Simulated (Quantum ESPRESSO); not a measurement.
BiSbSe: zone-centre phonons under several settings

```xyz
3
Lattice="4.8166 0.0000 0.0000 -2.4083 4.1713 0.0000 0.0000 0.0000 4.7024" Properties=species:S:1:pos:R:3 pbc="T T T"
Sb    2.4083    1.3904    2.3512
Bi    0.0000    0.0000    0.0000
Se    0.0000    2.7809    2.3512
```

The cell was built by a generator and needn't be a form met in nature.

All runs used Quantum ESPRESSO 7.5; potentials GBRV 1.5 PBE; k mesh 2 × 2 × 2, shifted; relaxed cell; no spin polarisation; cutoff 612 eV; occupations fermi-dirac, width 0.05 eV.

```csv
level,volume (Å³/atom),pressure (GPa),lowest optical mode without the field (cm⁻¹),highest optical mode without the field (cm⁻¹)
PBE,27.61,-0.1,142i,156
PBE+D2,27.34,-0.1,147i,157
PBE+D3(BJ),?,-0.1,?,?
rPW86PBE+rVV10,28.65,0.0,142i,132
rev-vdW-DF2,27.25,-0.1,142i,157
```

Problem. What stands in the row left open?

Solution. Volume 26.29 Å³/atom; lowest optical mode without the field 145i cm⁻¹; highest optical mode without the field 175 cm⁻¹.

Values marked i are imaginary: the cell is unstable against those modes at that level, or the meshes are too thin.

Caveats: all runs use coarse meshes; the mesh is thin for the phonons of a metal; some modes are imaginary; pairwise dispersion overbinds metals, which lowers pressure and volume (some runs); the potentials were made for another functional, which shifts forces and pressure (some runs); the layers were relaxed without a dispersion term, so their spacing and the soft interlayer modes are unreliable (some runs); the volume moved by over 15 % at a fixed basis, so the end points are rough (some runs).

For the row left open. Caveat: the k mesh is coarse (spacing up to 0.75 Å⁻¹), so the values aren't converged; the mesh is thin for the phonons of a metal; some modes are imaginary; the volume moved by over 15 % at a fixed basis, so the end points are rough; pairwise dispersion overbinds metals, which lowers pressure and volume.
